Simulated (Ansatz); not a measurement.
# SnH4O + H2 + NH3: a complex and its separated parts

Aim: how far the complex at one end of a reaction step lies below its separated, relaxed parts, level by level.

Program: Ansatz 0.2.0, Gaussian basis. Level of theory: PBE0-D4/def2-TZVP structures, single points in def2-TZVPP, no counterpoise correction. These are calculated values, not measurements.

Levels: SPW92, PBE-D4, BLYP-D4, r2SCAN-D4, B97M-V, PBE0-D4, B3LYP-D4, r2SCAN0-D4, BHLYP-D4, CAM-B3LYP-D4, wB97X-V, wB97M-V, B2PLYP, PBE-QIDH, RPA on PBE, Hartree-Fock, MP2, CCSD, CCSD(T).

Correlated methods freeze the cores. Filled d shells of the heavier atoms are correlated. Core potentials replace the inner electrons past krypton, and spin-orbit coupling is left out. B3LYP uses VWN-RPA correlation. B2PLYP carries no dispersion term here.

108 further runs of the same task are left out: 1 that didn't finish, 107 set aside as unsound or not needed.

**1. Starting geometry**

The complex: 12 atoms, charge 0, spin multiplicity 1.

Atoms are counted from 1 here; the program's logs count them from 0.

Bond lengths: Sn1–H3 1.704 Å, Sn1–H4 1.704 Å, Sn1–H5 1.734 Å, Sn1–O7 1.992 Å, H2–H8 0.747 Å, H6–N9 1.015 Å, O7–H10 0.959 Å, N9–H11 1.012 Å, N9–H12 1.012 Å. Angles: H3–Sn1–H4 116.2°, H3–Sn1–H5 107.7°, H3–Sn1–O7 112.1°, H4–Sn1–H5 107.7°, H4–Sn1–O7 112.1°, H5–Sn1–O7 99.6°, Sn1–O7–H10 110.5°, H6–N9–H11 108.6°, H6–N9–H12 108.6°, H11–N9–H12 108.1°.

Coordinates:

```mol
H9NOSn
  3D, bonds by distance, orders not assigned

 12  9  0  0  0  0  0  0  0  0999 V2000
    0.1977    1.3793    0.1003 Sn  0  0
   -3.1641   -1.1491    0.5339 H   0  0
   -0.9084    1.1507   -1.1754 H   0  0
   -0.3161    0.8655    1.6414 H   0  0
    0.5440    3.0753    0.1988 H   0  0
    1.2527   -1.3112   -0.3897 H   0  0
    2.0136    0.6951   -0.3505 O   0  0
   -2.4643   -0.9184    0.4116 H   0  0
    0.2600   -1.3888   -0.1916 N   0  0
    2.6410    1.4185   -0.4092 H   0  0
   -0.1935   -1.8273   -0.9829 H   0  0
    0.1374   -1.9898    0.6133 H   0  0
  1  3  8  0
  1  4  8  0
  1  5  8  0
  1  7  8  0
  2  8  8  0
  6  9  8  0
  7 10  8  0
  9 11  8  0
  9 12  8  0
M  END
```

Its parts: SnH4O holds atoms 1, 3, 4, 5, 7, 10; H2 holds atoms 2, 8; NH3 holds atoms 6, 9, 11, 12. Each part counts its atoms afresh in its own runs.

**2. Relaxing SnH4O alone**

Input file relax-a/in.yaml:

```yaml
crystal:
  periodic: [false, false, false]
  atoms:
    - {symbol: Sn, position_ang: [0.197705, 1.379325, 0.100270]}
    - {symbol: H, position_ang: [-0.908416, 1.150715, -1.175356]}
    - {symbol: H, position_ang: [-0.316100, 0.865520, 1.641388]}
    - {symbol: H, position_ang: [0.544003, 3.075326, 0.198772]}
    - {symbol: O, position_ang: [2.013597, 0.695097, -0.350546]}
    - {symbol: H, position_ang: [2.641002, 1.418522, -0.409166]}
basis:
  gaussian: {orbitals: def2-TZVP}
hamiltonian: {xc: pbe0, dispersion: d4}
relax: {f_tol: 0.005, max_steps: 200}
```

On the command line:

```console
> ansatz run in.yaml --threads 3 --pin off --events-out ev --progress --plain --max-ram 6092MiB
```

After this run come: Relaxing H2 alone; Relaxing NH3 alone; SPW92/def2-TZVPP; PBE-D4/def2-TZVPP; BLYP-D4/def2-TZVPP; r2SCAN-D4/def2-TZVPP; B97M-V/def2-TZVPP; PBE0-D4/def2-TZVPP; B3LYP-D4/def2-TZVPP; r2SCAN0-D4/def2-TZVPP; BHLYP-D4/def2-TZVPP; CAM-B3LYP-D4/def2-TZVPP; wB97X-V/def2-TZVPP; wB97M-V/def2-TZVPP; B2PLYP/def2-TZVPP; PBE-QIDH/def2-TZVPP; RPA on PBE/def2-TZVPP; CCSD(T)/def2-TZVPP; Vibrations of SnH4O; Vibrations of H2; Vibrations of NH3.

**Question.** What will these runs give? Wanted: complex less parts, CCSD(T)/def2-TZVPP; with zero-point energy; largest T1 diagnostic.

**Answer**, as computed:

```
                              quantity      value
complex less parts, CCSD(T)/def2-TZVPP  -0.330 eV
                with zero-point energy  -0.185 eV
                 largest T1 diagnostic      0.014
```

In words: At CCSD(T) the complex lies 0.330 eV below its parts. Among the functionals PBE-QIDH lands nearest to CCSD(T) (+0.003 eV) and SPW92 farthest (-0.251 eV). By rung, the mean size of the error is: LDA 0.251, GGA 0.032, meta-GGA 0.051, hybrid 0.032, range-separated hybrid 0.032, double hybrid 0.037 eV. PBE-D4 gives a relative energy 0.058 eV too low, outside chemical accuracy (1 kcal/mol, 0.043 eV). No counterpoise was applied, and triple zeta lacks some correlation, so the CCSD(T) reference has a basis error of its own, and close matches with it are partly luck.
